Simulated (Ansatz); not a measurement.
Write a Python script for the Python package of Ansatz (0.2.0) that makes a single point in a Gaussian basis of C4H8Si, SMILES [SiH3]C=C1CC1. Level of theory: BLYP, cc-pVDZ basis, multiplicity 1, D3BJ dispersion.

The script reads `c4h8si.xyz`:
```text
13

Si   -2.11340    0.35240    0.24710
C    -0.43150    0.40440    0.80150
C     0.57760   -0.03300    0.11250
C     1.16590   -0.61320   -1.06280
C     2.00940   -0.22750    0.12590
H    -3.03000    0.99750    1.28660
H    -2.28290    1.20640   -0.99810
H    -2.57500   -0.97380   -0.04080
H    -0.28020    0.84090    1.83440
H     0.88770   -1.67320   -1.18680
H     1.10640   -0.00560   -1.92500
H     2.41190   -0.99870    0.79440
H     2.57470    0.68860    0.02600
```

`energy_c4h8si.py`:
```python
from pathlib import Path

import ansatz as az
import numpy as np
import pandas as pd

molecule = az.Crystal.molecule_from_extxyz("c4h8si.xyz")

setup = (
    molecule.calculation()
    .basis(gaussian="cc-pVDZ")
    .functional("blyp", dispersion="d3bj")
    .forces()
    .orbitals()
)
print(setup.to_yaml())
result = setup.run(runs_dir="c4h8si_runs")
data = result.report

print(f"E = {data['free_energy_ev']:.6f} eV = {data['free_energy_ev'] / 27.211386246:.7f} Ha")
print("converged:", data["converged"], " doubts:", data["published_state_doubts"] or "none")

state = data["mean_field"]["state"]
print(f"mean field: {state['energy']['hartree']:.7f} Ha, <S^2> = {abs(state['spin_squared']):.4f}, stability: {state.get('stability', {}).get('kind')}")

symbols = [site.symbol for site in molecule.cartesian_sites]
forces = np.array(data["forces_ev_ang"])
print("largest force", round(float(np.linalg.norm(forces, axis=1).max()), 4), "eV/A, rms", round(float(np.sqrt((forces ** 2).mean())), 4))

charges = data["charge_distribution"]
table = pd.DataFrame({"atom": symbols, "mulliken": charges["mulliken_charges_e"], "lowdin": charges["lowdin_charges_e"]})
print(table.round(3).to_string())
print("dipole (e A):", np.round(charges["dipole_moment_e_ang"], 4) + 0.0)

lines = Path(data["orbitals_path"]).read_text().splitlines()
field_of = lambda key: [line.split("=")[1].strip() for line in lines if line.startswith(key)]
orbitals = [(27.211386 * float(e), s, float(n)) for e, s, n in zip(field_of("Ene="), field_of("Spin="), field_of("Occup="))]
homo = max(e for e, _, n in orbitals if n > 0.5)
lumo = min(e for e, _, n in orbitals if n < 0.5)
for e, spin, n in sorted(orbitals):
    if homo - 10 < e < lumo + 5:
        print(f"{spin:6s} {e:10.3f} eV  occupation {n:.0f}")
```

```console
$ python energy_c4h8si.py
crystal:
  periodic: [false, false, false]
  atoms:
    - { symbol: Si, position_ang: [-2.1134, 0.3524, 0.2471] }
    - { symbol: C, position_ang: [-0.4315, 0.4044, 0.8015] }
    - { symbol: C, position_ang: [0.5776, -0.033, 0.1125] }
    - { symbol: C, position_ang: [1.1659, -0.6132, -1.0628] }
    - { symbol: C, position_ang: [2.0094, -0.2275, 0.1259] }
    - { symbol: H, position_ang: [-3.03, 0.9975, 1.2866] }
    - { symbol: H, position_ang: [-2.2829, 1.2064, -0.9981] }
    - { symbol: H, position_ang: [-2.575, -0.9738, -0.0408] }
    - { symbol: H, position_ang: [-0.2802, 0.8409, 1.8344] }
    - { symbol: H, position_ang: [0.8877, -1.6732, -1.1868] }
    - { symbol: H, position_ang: [1.1064, -0.0056, -1.925] }
    - { symbol: H, position_ang: [2.4119, -0.9987, 0.7944] }
    - { symbol: H, position_ang: [2.5747, 0.6886, 0.026] }
basis:
  gaussian:
    orbitals: cc-pVDZ
hamiltonian:
  xc: blyp
  dispersion: d3bj
output:
  orbitals: {}
  forces: true

E = -12151.399151 eV = -446.5556823 Ha
converged: True  doubts: none
mean field: -446.5340222 Ha, <S^2> = 0.0000, stability: minimum
largest force 2.9938 eV/A, rms 0.8953
   atom  mulliken  lowdin
0    Si     0.242   0.213
1     C    -0.110  -0.079
2     C     0.009  -0.142
3     C     0.022   0.039
4     C     0.027   0.029
5     H    -0.086  -0.061
6     H    -0.082  -0.064
7     H    -0.079  -0.067
8     H    -0.025   0.035
9     H     0.027   0.033
10    H     0.017   0.015
11    H     0.021   0.027
12    H     0.016   0.022
dipole (e A): [ 0.3129 -0.0926 -0.0118]
Alpha     -15.062 eV  occupation 2
Alpha     -13.285 eV  occupation 2
Alpha     -12.353 eV  occupation 2
Alpha     -11.986 eV  occupation 2
Alpha     -11.147 eV  occupation 2
Alpha      -9.137 eV  occupation 2
Alpha      -9.056 eV  occupation 2
Alpha      -8.227 eV  occupation 2
Alpha      -7.772 eV  occupation 2
Alpha      -7.519 eV  occupation 2
Alpha      -6.343 eV  occupation 2
Alpha      -6.097 eV  occupation 2
Alpha      -1.052 eV  occupation 0
Alpha       0.730 eV  occupation 0
Alpha       1.167 eV  occupation 0
Alpha       1.515 eV  occupation 0
Alpha       1.713 eV  occupation 0
Alpha       1.977 eV  occupation 0
Alpha       2.290 eV  occupation 0
Alpha       2.737 eV  occupation 0
Alpha       3.096 eV  occupation 0
```

Notes:
- Total energies depend on the basis set; only differences at equal settings carry meaning.
- The geometry is a force-field or estimated start, not a minimum of this method, and the basis set is short of its limit.
- The Löwdin charges here are taken after orthogonalising the functions within each atom; they differ from plain Löwdin charges, and their signs can be unphysical.
- Alpha marks a spatial orbital of a restricted run, filled by both spins.
- Levels such as HOMO and LUMO are orbital energies: with these approximate functionals they aren't the ionisation energy and electron affinity, and their gap isn't the fundamental gap.
- Finished in 4.6 s on 1 thread of Arm Neoverse V2, with other jobs on the host, peak memory 0.27 GiB.

(Lines on the test bed's own set-up are left out of the output.)
